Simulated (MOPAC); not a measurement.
# CdSe at PM7: moving one setting at a time

Aim: start from a run with usual settings and see what each changed setting does to the results.

Program: MOPAC 23.2.5. Level of theory: PM7, atoms fixed, no spin polarisation. These are calculated values, not measurements.

### 1 The system as given

The structure is cubic, space group F-43m (No. 216). The conventional cell has a = 6.136 Å, b = 6.136 Å, c = 6.136 Å, α = 90.00°, β = 90.00°, γ = 90.00°. Cd (site symmetry -43m) has 4 Se at 2.66 Å as nearest neighbours. Around Se (site symmetry -43m) lie 4 Cd at 2.66 Å.

Coordinates:

```
Cd Se
1.0
     0.00000    3.06778    3.06778
     3.06778    0.00000    3.06778
     3.06778    3.06778    0.00000
Cd Se
1 1
Direct
  0.00000 0.00000 0.00000
  0.25000 0.25000 0.25000
```

The structure type (zincblende) is imposed and need not be the compound's stable one.

### 2 The reference run

The gap of PM6 and PM7 is a difference of Hartree-Fock-like orbital energies, with no screening; it often comes out too large, and it hangs on the parameters.

Contents of run.mop:

```
PM7 1SCF GRADIENTS AUX(PRECISION=6) THREADS=1
crystal as a cluster of 2x2x2 conventional cells

Cd 9.203343 1 0.000000 1 -9.203343 1
Se 10.737233 1 1.533890 1 -7.669452 1
Cd 3.067781 1 0.000000 1 -9.203343 1
Se 4.601671 1 1.533890 1 -7.669452 1
Cd 6.135562 1 3.067781 1 -9.203343 1
Se 7.669452 1 4.601671 1 -7.669452 1
Cd 9.203343 1 6.135562 1 -9.203343 1
Se 10.737233 1 7.669452 1 -7.669452 1
Cd 6.135562 1 0.000000 1 -6.135562 1
Se 7.669452 1 1.533890 1 -4.601671 1
Cd 9.203343 1 3.067781 1 -6.135562 1
Se 10.737233 1 4.601671 1 -4.601671 1
Cd 9.203343 1 0.000000 1 -3.067781 1
Se 10.737233 1 1.533890 1 -1.533890 1
Cd 0.000000 1 3.067781 1 -9.203343 1
Se 1.533890 1 4.601671 1 -7.669452 1
Cd 3.067781 1 6.135562 1 -9.203343 1
Se 4.601671 1 7.669452 1 -7.669452 1
Cd 6.135562 1 9.203343 1 -9.203343 1
Se 7.669452 1 10.737233 1 -7.669452 1
Cd 0.000000 1 0.000000 1 -6.135562 1
Se 1.533890 1 1.533890 1 -4.601671 1
Cd 3.067781 1 3.067781 1 -6.135562 1
Se 4.601671 1 4.601671 1 -4.601671 1
Cd 6.135562 1 6.135562 1 -6.135562 1
Se 7.669452 1 7.669452 1 -4.601671 1
Cd 9.203343 1 9.203343 1 -6.135562 1
Se 10.737233 1 10.737233 1 -4.601671 1
Cd 3.067781 1 0.000000 1 -3.067781 1
Se 4.601671 1 1.533890 1 -1.533890 1
Cd 6.135562 1 3.067781 1 -3.067781 1
Se 7.669452 1 4.601671 1 -1.533890 1
Cd 9.203343 1 6.135562 1 -3.067781 1
Se 10.737233 1 7.669452 1 -1.533890 1
Cd 6.135562 1 0.000000 1 0.000000 1
Se 7.669452 1 1.533890 1 -10.737233 1
Cd 9.203343 1 3.067781 1 0.000000 1
Se 10.737233 1 4.601671 1 -10.737233 1
Cd 0.000000 1 9.203343 1 -9.203343 1
Se 1.533890 1 10.737233 1 -7.669452 1
Cd 0.000000 1 6.135562 1 -6.135562 1
Se 1.533890 1 7.669452 1 -4.601671 1
Cd 3.067781 1 9.203343 1 -6.135562 1
Se 4.601671 1 10.737233 1 -4.601671 1
Cd 0.000000 1 3.067781 1 -3.067781 1
Se 1.533890 1 4.601671 1 -1.533890 1
Cd 3.067781 1 6.135562 1 -3.067781 1
Se 4.601671 1 7.669452 1 -1.533890 1
Cd 6.135562 1 9.203343 1 -3.067781 1
Se 7.669452 1 10.737233 1 -1.533890 1
Cd 0.000000 1 0.000000 1 0.000000 1
Se 1.533890 1 1.533890 1 -10.737233 1
Cd 3.067781 1 3.067781 1 0.000000 1
Se 4.601671 1 4.601671 1 -10.737233 1
Cd 6.135562 1 6.135562 1 0.000000 1
Se 7.669452 1 7.669452 1 -10.737233 1
Cd 9.203343 1 9.203343 1 0.000000 1
Se 10.737233 1 10.737233 1 -10.737233 1
Cd 0.000000 1 9.203343 1 -3.067781 1
Se 1.533890 1 10.737233 1 -1.533890 1
Cd 0.000000 1 6.135562 1 0.000000 1
Se 1.533890 1 7.669452 1 -10.737233 1
Cd 3.067781 1 9.203343 1 0.000000 1
Se 4.601671 1 10.737233 1 -10.737233 1
Tv 12.271124 1 0.000000 1 0.000000 1
Tv 0.000000 1 0.000000 1 -12.271124 1
Tv 0.000000 1 12.271124 1 0.000000 1
```

Started as:

```bash
mopac run.mop
```

Standard output (excerpt; [...] marks lines left out):

```text
[...]
           Empirical Formula: Cd32 Se32  =    64 atoms
[...]
     SCF FIELD WAS ACHIEVED
[...]
                                                       MOPAC v23.2.5 Linux
          FINAL HEAT OF FORMATION =      -1644.82412 KCAL/MOL =   -6881.94412 KJ/MOL
          H.o.F. per unit cell    =        -51.40075 KCAL, for 32 unit cells, unit cell = Cd1 Se1
          GRADIENT NORM           =        365.18578          =       45.64822 PER ATOM
          IONIZATION POTENTIAL    =          8.901669 EV
          HOMO LUMO ENERGIES (EV) =         -8.902 -4.652
          NO. OF FILLED LEVELS    =        128
          MOLECULAR WEIGHT        =       6123.8400         POINT GROUP:  C3v
          VOLUME OF UNIT CELL     =       1847.792 CUBIC ANGSTROMS
          DENSITY                 =          5.503 GRAMS/CC
                              A   =         12.271 ANGSTROMS
                              B   =         12.271 ANGSTROMS
                              C   =         12.271 ANGSTROMS
[...]
                             CARTESIAN COORDINATES
   1   Cd        9.203343000     0.000000000    -9.203343000
   2   Se       10.737233000     1.533890000    -7.669452000
   3   Cd        3.067781000     0.000000000    -9.203343000
   4   Se        4.601671000     1.533890000    -7.669452000
   5   Cd        6.135562000     3.067781000    -9.203343000
   6   Se        7.669452000     4.601671000    -7.669452000
   7   Cd        9.203343000     6.135562000    -9.203343000
   8   Se       10.737233000     7.669452000    -7.669452000
   9   Cd        6.135562000     0.000000000    -6.135562000
  10   Se        7.669452000     1.533890000    -4.601671000
  11   Cd        9.203343000     3.067781000    -6.135562000
  12   Se       10.737233000     4.601671000    -4.601671000
  13   Cd        9.203343000     0.000000000    -3.067781000
[...]
              NET ATOMIC CHARGES AND DIPOLE CONTRIBUTIONS
  ATOM NO.   TYPE          CHARGE      No. of ELECS.   s-Pop       p-Pop
    1         Cd           0.309675        1.6903     0.71512     0.97520
    2         Se          -0.309674        6.3097     1.84916     4.46052
    3         Cd           0.309675        1.6903     0.71513     0.97520
    4         Se          -0.309677        6.3097     1.84915     4.46052
    5         Cd           0.309675        1.6903     0.71512     0.97520
    6         Se          -0.309674        6.3097     1.84916     4.46052
    7         Cd           0.309674        1.6903     0.71512     0.97520
    8         Se          -0.309674        6.3097     1.84916     4.46052
    9         Cd           0.309676        1.6903     0.71513     0.97520
   10         Se          -0.309677        6.3097     1.84915     4.46052
   11         Cd           0.309675        1.6903     0.71512     0.97520
   12         Se          -0.309674        6.3097     1.84916     4.46052
[...]
 * JOB ENDED NORMALLY *
[...]
```

Run time: 2.1 s. Hardware: 1 thread of Arm Neoverse V1, shared host; peak memory 0.023 GiB.

Gap 4.25 eV. The 64 atoms of the cluster fold only a few k-points onto the zone centre, so gap and energy may not be converged in the cluster's size.

### 3 Change: method = PM3

run.mop: that of step 2 with these lines changed.

```diff
@@ -1,2 +1,2 @@
-PM7 1SCF GRADIENTS AUX(PRECISION=6) THREADS=1
+PM3 1SCF GRADIENTS AUX(PRECISION=6) THREADS=1
 crystal as a cluster of 2x2x2 conventional cells
```

Started as:

```bash
mopac run.mop
```

Standard output (excerpt; [...] marks lines left out):

```text
[...]
           Empirical Formula: Cd32 Se32  =    64 atoms
[...]
     SCF FIELD WAS ACHIEVED
[...]
                                                       MOPAC v23.2.5 Linux
          FINAL HEAT OF FORMATION =      -1978.08080 KCAL/MOL =   -8276.29006 KJ/MOL
          H.o.F. per unit cell    =        -61.81502 KCAL, for 32 unit cells, unit cell = Cd1 Se1
          GRADIENT NORM           =         81.45729          =       10.18216 PER ATOM
          IONIZATION POTENTIAL    =          9.109297 EV
          HOMO LUMO ENERGIES (EV) =         -9.109 -5.837
          NO. OF FILLED LEVELS    =        128
          MOLECULAR WEIGHT        =       6123.8400         POINT GROUP:  C3v
          VOLUME OF UNIT CELL     =       1847.792 CUBIC ANGSTROMS
          DENSITY                 =          5.503 GRAMS/CC
                              A   =         12.271 ANGSTROMS
                              B   =         12.271 ANGSTROMS
                              C   =         12.271 ANGSTROMS
[...]
              NET ATOMIC CHARGES AND DIPOLE CONTRIBUTIONS
  ATOM NO.   TYPE          CHARGE      No. of ELECS.   s-Pop       p-Pop
    1         Cd           1.225688        0.7743     0.73676     0.03755
    2         Se          -1.225799        7.2258     1.87752     5.34828
    3         Cd           1.225827        0.7742     0.73662     0.03756
    4         Se          -1.225743        7.2257     1.87737     5.34837
    5         Cd           1.225698        0.7743     0.73675     0.03755
    6         Se          -1.225864        7.2259     1.87769     5.34818
    7         Cd           1.225583        0.7744     0.73687     0.03755
    8         Se          -1.225874        7.2259     1.87770     5.34817
    9         Cd           1.225831        0.7742     0.73661     0.03756
   10         Se          -1.225728        7.2257     1.87735     5.34838
   11         Cd           1.225705        0.7743     0.73674     0.03755
   12         Se          -1.225795        7.2258     1.87749     5.34830
[...]
 * JOB ENDED NORMALLY *
[...]
```

It took 1.8 s on 1 thread of Arm Neoverse V1, shared host; peak memory 0.023 GiB.

Totals of another method or basis aren't compared here.

### 4 Change: CUTOFP = 10

run.mop: that of step 3 with these lines changed.

```diff
@@ -1,2 +1,2 @@
-PM3 1SCF GRADIENTS AUX(PRECISION=6) THREADS=1
+PM7 1SCF CUTOFP=10 GRADIENTS AUX(PRECISION=6) THREADS=1
 crystal as a cluster of 2x2x2 conventional cells
```

Started as:

```bash
mopac run.mop
```

Standard output (excerpt; [...] marks lines left out):

```text
[...]
           Empirical Formula: Cd32 Se32  =    64 atoms
[...]
     SCF FIELD WAS ACHIEVED
[...]
                                                       MOPAC v23.2.5 Linux
          FINAL HEAT OF FORMATION =      -1654.00759 KCAL/MOL =   -6920.36776 KJ/MOL
          H.o.F. per unit cell    =        -51.68774 KCAL, for 32 unit cells, unit cell = Cd1 Se1
          GRADIENT NORM           =        360.30670          =       45.03834 PER ATOM
          IONIZATION POTENTIAL    =          8.966215 EV
          HOMO LUMO ENERGIES (EV) =         -8.966 -4.633
          NO. OF FILLED LEVELS    =        128
          MOLECULAR WEIGHT        =       6123.8400         POINT GROUP:  C3v
          VOLUME OF UNIT CELL     =       1847.792 CUBIC ANGSTROMS
          DENSITY                 =          5.503 GRAMS/CC
                              A   =         12.271 ANGSTROMS
                              B   =         12.271 ANGSTROMS
                              C   =         12.271 ANGSTROMS
[...]
              NET ATOMIC CHARGES AND DIPOLE CONTRIBUTIONS
  ATOM NO.   TYPE          CHARGE      No. of ELECS.   s-Pop       p-Pop
    1         Cd           0.319809        1.6802     0.70912     0.97107
    2         Se          -0.319808        6.3198     1.84983     4.46998
    3         Cd           0.319810        1.6802     0.70912     0.97107
    4         Se          -0.319811        6.3198     1.84983     4.46998
    5         Cd           0.319809        1.6802     0.70912     0.97107
    6         Se          -0.319809        6.3198     1.84983     4.46998
    7         Cd           0.319809        1.6802     0.70912     0.97107
    8         Se          -0.319809        6.3198     1.84983     4.46998
    9         Cd           0.319811        1.6802     0.70912     0.97107
   10         Se          -0.319811        6.3198     1.84983     4.46998
   11         Cd           0.319809        1.6802     0.70912     0.97107
   12         Se          -0.319808        6.3198     1.84983     4.46998
[...]
 * JOB ENDED NORMALLY *
[...]
```

It took 0.99 s on 1 thread of Arm Neoverse V1, shared host; peak memory 0.019 GiB.

Against the reference run the gap moves by +0.08 eV and the energy by -6.2 meV/atom.

### 5 Change: method = MNDOD

run.mop: that of step 4 with these lines changed.

```diff
@@ -1,2 +1,2 @@
-PM7 1SCF CUTOFP=10 GRADIENTS AUX(PRECISION=6) THREADS=1
+MNDOD 1SCF GRADIENTS AUX(PRECISION=6) THREADS=1
 crystal as a cluster of 2x2x2 conventional cells
```

Started as:

```bash
mopac run.mop
```

Standard output:

```text
[... start of the log left out ...]
    56        Se          7.6695      7.6695    -10.7372
    57        Cd          9.2033      9.2033      0.0000
    58        Se         10.7372     10.7372    -10.7372
    59        Cd          0.0000      9.2033     -3.0678
    60        Se          1.5339     10.7372     -1.5339
    61        Cd          0.0000      6.1356      0.0000
    62        Se          1.5339      7.6695    -10.7372
    63        Cd          3.0678      9.2033      0.0000
    64        Se          4.6017     10.7372    -10.7372

 DATA ARE NOT AVAILABLE FOR ELEMENT NO. 34
 Cd: (MNDO/d): W.THIEL AND A.A.VOITYUK, J. PHYS. CHEM., 100, 616 (1996)

          SOME ELEMENTS HAVE BEEN SPECIFIED FOR WHICH
          NO PARAMETERS ARE AVAILABLE.  CALCULATION STOPPED.

          Parameters for some elements are missing

           Empirical Formula: Cd32 Se32  =    64 atoms

 ******************************************************************************
 *                                                                            *
 *     Error and normal termination messages reported in this calculation     *
 *                                                                            *
 * Parameters for some elements are missing                                   *
 * JOB ENDED NORMALLY                                                         *
 *                                                                            *
 ******************************************************************************

 TOTAL JOB TIME:             0.00 SECONDS

 == MOPAC DONE ==
```

Wall time 0.05 s (1 thread of Arm Neoverse V1, shared host); peak memory 0.014 GiB.

The program refused the job: «Parameters for some elements are missing».

### 6 Change: method = AM1

run.mop: that of step 5 with these lines changed.

```diff
@@ -1,2 +1,2 @@
-MNDOD 1SCF GRADIENTS AUX(PRECISION=6) THREADS=1
+AM1 1SCF GRADIENTS AUX(PRECISION=6) THREADS=1
 crystal as a cluster of 2x2x2 conventional cells
```

Started as:

```bash
mopac run.mop
```

Standard output:

```text
[... start of the log left out ...]
    56        Se          7.6695      7.6695    -10.7372
    57        Cd          9.2033      9.2033      0.0000
    58        Se         10.7372     10.7372    -10.7372
    59        Cd          0.0000      9.2033     -3.0678
    60        Se          1.5339     10.7372     -1.5339
    61        Cd          0.0000      6.1356      0.0000
    62        Se          1.5339      7.6695    -10.7372
    63        Cd          3.0678      9.2033      0.0000
    64        Se          4.6017     10.7372    -10.7372

 Se: (AM1): J. J. P. STEWART, J. MOL. MOD., 10, 155-164 (2004)
 DATA ARE NOT AVAILABLE FOR ELEMENT NO. 48

          SOME ELEMENTS HAVE BEEN SPECIFIED FOR WHICH
          NO PARAMETERS ARE AVAILABLE.  CALCULATION STOPPED.

          Parameters for some elements are missing

           Empirical Formula: Cd32 Se32  =    64 atoms

 ******************************************************************************
 *                                                                            *
 *     Error and normal termination messages reported in this calculation     *
 *                                                                            *
 * Parameters for some elements are missing                                   *
 * JOB ENDED NORMALLY                                                         *
 *                                                                            *
 ******************************************************************************

 TOTAL JOB TIME:             0.00 SECONDS

 == MOPAC DONE ==
```

Wall time 0.05 s (1 thread of Arm Neoverse V1, shared host); peak memory 0.014 GiB.

The program refused the job: «Parameters for some elements are missing».

### 7 Change: SCFCRT = 1e-2

run.mop: that of step 6 with these lines changed.

```diff
@@ -1,2 +1,2 @@
-AM1 1SCF GRADIENTS AUX(PRECISION=6) THREADS=1
+PM7 1SCF SCFCRT=1.D-2 GRADIENTS AUX(PRECISION=6) THREADS=1
 crystal as a cluster of 2x2x2 conventional cells
```

Started as:

```bash
mopac run.mop
```

Standard output (excerpt; [...] marks lines left out):

```text
[...]
           Empirical Formula: Cd32 Se32  =    64 atoms
[...]
     SCF FIELD WAS ACHIEVED
[...]
                                                       MOPAC v23.2.5 Linux
          FINAL HEAT OF FORMATION =      -1644.67237 KCAL/MOL =   -6881.30918 KJ/MOL
          H.o.F. per unit cell    =        -51.39601 KCAL, for 32 unit cells, unit cell = Cd1 Se1
          GRADIENT NORM           =        365.38058          =       45.67257 PER ATOM
          IONIZATION POTENTIAL    =          8.913327 EV
          HOMO LUMO ENERGIES (EV) =         -8.913 -4.648
          NO. OF FILLED LEVELS    =        128
          MOLECULAR WEIGHT        =       6123.8400         POINT GROUP:  C3v
          VOLUME OF UNIT CELL     =       1847.792 CUBIC ANGSTROMS
          DENSITY                 =          5.503 GRAMS/CC
                              A   =         12.271 ANGSTROMS
                              B   =         12.271 ANGSTROMS
                              C   =         12.271 ANGSTROMS
[...]
              NET ATOMIC CHARGES AND DIPOLE CONTRIBUTIONS
  ATOM NO.   TYPE          CHARGE      No. of ELECS.   s-Pop       p-Pop
    1         Cd           0.313295        1.6867     0.70953     0.97717
    2         Se          -0.313294        6.3133     1.84910     4.46419
    3         Cd           0.313296        1.6867     0.70953     0.97717
    4         Se          -0.313297        6.3133     1.84910     4.46419
    5         Cd           0.313295        1.6867     0.70953     0.97717
    6         Se          -0.313294        6.3133     1.84910     4.46419
    7         Cd           0.313294        1.6867     0.70953     0.97718
    8         Se          -0.313294        6.3133     1.84910     4.46419
    9         Cd           0.313297        1.6867     0.70953     0.97717
   10         Se          -0.313297        6.3133     1.84910     4.46419
   11         Cd           0.313295        1.6867     0.70953     0.97717
   12         Se          -0.313294        6.3133     1.84910     4.46419
[...]
 * JOB ENDED NORMALLY *
[...]
```

It took 1.9 s on 1 thread of Arm Neoverse V1, shared host; peak memory 0.022 GiB.

Against the reference run the gap moves by +0.02 eV and the energy by +0.1 meV/atom.

### 8 Change: cluster = 1x1x1

Contents of run.mop:

```
PM7 1SCF GRADIENTS AUX(PRECISION=6) THREADS=1
crystal as a cluster of 1x1x1 conventional cells

Cd 3.067781 1 0.000000 1 -3.067781 1
Se 4.601671 1 1.533890 1 -1.533890 1
Cd 0.000000 1 3.067781 1 -3.067781 1
Se 1.533890 1 4.601671 1 -1.533890 1
Cd 0.000000 1 0.000000 1 0.000000 1
Se 1.533890 1 1.533890 1 -4.601671 1
Cd 3.067781 1 3.067781 1 0.000000 1
Se 4.601671 1 4.601671 1 -4.601671 1
Tv 6.135562 1 0.000000 1 0.000000 1
Tv 0.000000 1 0.000000 1 -6.135562 1
Tv 0.000000 1 6.135562 1 0.000000 1
```

Started as:

```bash
mopac run.mop
```

Standard output:

```text
[... start of the log left out ...]

     1        Cd          3.0678      0.0000     -3.0678
     2        Se          4.6017      1.5339     -1.5339
     3        Cd          0.0000      3.0678     -3.0678
     4        Se          1.5339      4.6017     -1.5339
     5        Cd          0.0000      0.0000      0.0000
     6        Se          1.5339      1.5339     -4.6017
     7        Cd          3.0678      3.0678      0.0000
     8        Se          4.6017      4.6017     -4.6017

 General Reference for PM7:
 "Optimization of Parameters for Semiempirical Methods VI: More Modifications to the
 NDDO Approximations and Re-optimization of Parameters", J. J. P. Stewart, J. Mol. Mod., 1:32, 19 (2013)

           Empirical Formula: Cd4 Se4  =     8 atoms

          Excessive size of lattice vector summation
          To avoid this problem, pack atoms more tightly in the central unit cell (try MAKPOL)
          To over-ride this safety check, add keyword 'GEO-OK'

 ******************************************************************************
 *                                                                            *
 *     Error and normal termination messages reported in this calculation     *
 *                                                                            *
 * Excessive size of lattice vector summation                                 *
 * JOB ENDED NORMALLY                                                         *
 *                                                                            *
 ******************************************************************************

 TOTAL JOB TIME:             0.00 SECONDS

 == MOPAC DONE ==
```

Wall time 0.05 s (1 thread of Arm Neoverse V1, shared host); peak memory 0.014 GiB.

The program refused the job: «Excessive size of lattice vector summation».

### 9 Results

| change | ends | gap (eV) | energy (meV/atom) | pressure (GPa) | time |
| --- | --- | --- | --- | --- | --- |
| none | converged | 4.25 | 0 | – | 2.1 s |
| method = PM3 | converged | -0.98 | – | – | 1.8 s |
| CUTOFP = 10 | converged | +0.08 | -6.2 | – | 0.99 s |
| method = MNDOD | refused | – | – | – | 0.05 s |
| method = AM1 | refused | – | – | – | 0.05 s |
| SCFCRT = 1e-2 | converged | +0.02 | +0.1 | – | 1.9 s |
| cluster = 1x1x1 | refused | – | – | – | 0.05 s |

The first row holds values, the others changes from it. Keys are the program's: temperature in eV (tblite) or K (CP2K), cutoffs in Ry, CUTOFP in Å. Among the numerical settings, CUTOFP = 10 moves the energy most (-6.2 meV/atom). 3 of the 6 changes gave no result. The changed runs test settings; they are no properties of the crystal.
